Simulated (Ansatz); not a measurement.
# Ir: the cost of one run

Program: Ansatz 0.2.0. Level of theory: DFT LDA, scalar-relativistic, plane waves, PAW. These are calculated values, not measurements.

20 further runs of the same task are left out: 20 set aside as unsound or not needed.

### Step 1. The structure to begin with

It takes space group P6_3/mmc (No. 194, hexagonal). Conventional cell: a = 2.705 Å, b = 2.705 Å, c = 4.386 Å, α = 90.00°, β = 90.00°, γ = 120.00°. Ir (site symmetry -6m2) is surrounded by 12 Ir at 2.69 to 2.71 Å.

As a file:

```
CELL_PARAMETERS angstrom
2.70524 0.00000 0.00000
-1.35262 2.34281 0.00000
0.00000 0.00000 4.38624
ATOMIC_POSITIONS crystal
Ir 0.66667 0.33333 0.75000
Ir 0.33333 0.66667 0.25000
```

It goes back to an entry of the Materials Project, which need not be the stable form.

This cell was relaxed beforehand with the same method: volume 13.90 Å³/atom, gap on the mesh none (metal).

### Step 2. Plan of the line

The energy is mapped over volume and a fixed ferromagnetic moment.

- volume per atom: 7 values from 11.40 to 16.40 Å³
- total spin moment of the cell, held fixed: 9 values from 0.0 to 1.6 μB

Nothing else is relaxed (shape and fractional coordinates fixed). Points are written as (first, second).

### Step 3. The run at (13.90 Å³, 0.0 μB)

Input file input.yaml:

```yaml
crystal:
  lattice:
    - [2.7052421934, 0.0, 0.0]
    - [-1.3526210967, 2.3428084629, 0.0]
    - [0.0, 0.0, 4.3862377053]
  atoms:
    - { symbol: Ir, position: [0.6666666667, 0.3333333333, 0.75] }
    - { symbol: Ir, position: [0.3333333333, 0.6666666667, 0.25] }
basis:
  ecutwfc: 420
kpoints:
  mp_grid: { grid: [21, 21, 12] }
hamiltonian:
  xc: lda
  pseudopotentials: { kind: paw, azcp: { folder: soft_1 } }
scf:
  occupations: { method: gaussian, width: 0.15 }
  lower_state_search: "off"
output:
  forces: true
  stress: true
  eigenvalues: true
```

Run with:

```sh
ansatz run input.yaml --threads 2 --pin off --max-ram 4096MiB --backend cpu --events-out ev --progress --plain --runs-dir out
```

Q: Estimate wall time and peak memory on 2 threads of Arm Neoverse N1, shared host.

About 7.7 s, with a peak of 0.41 GiB.
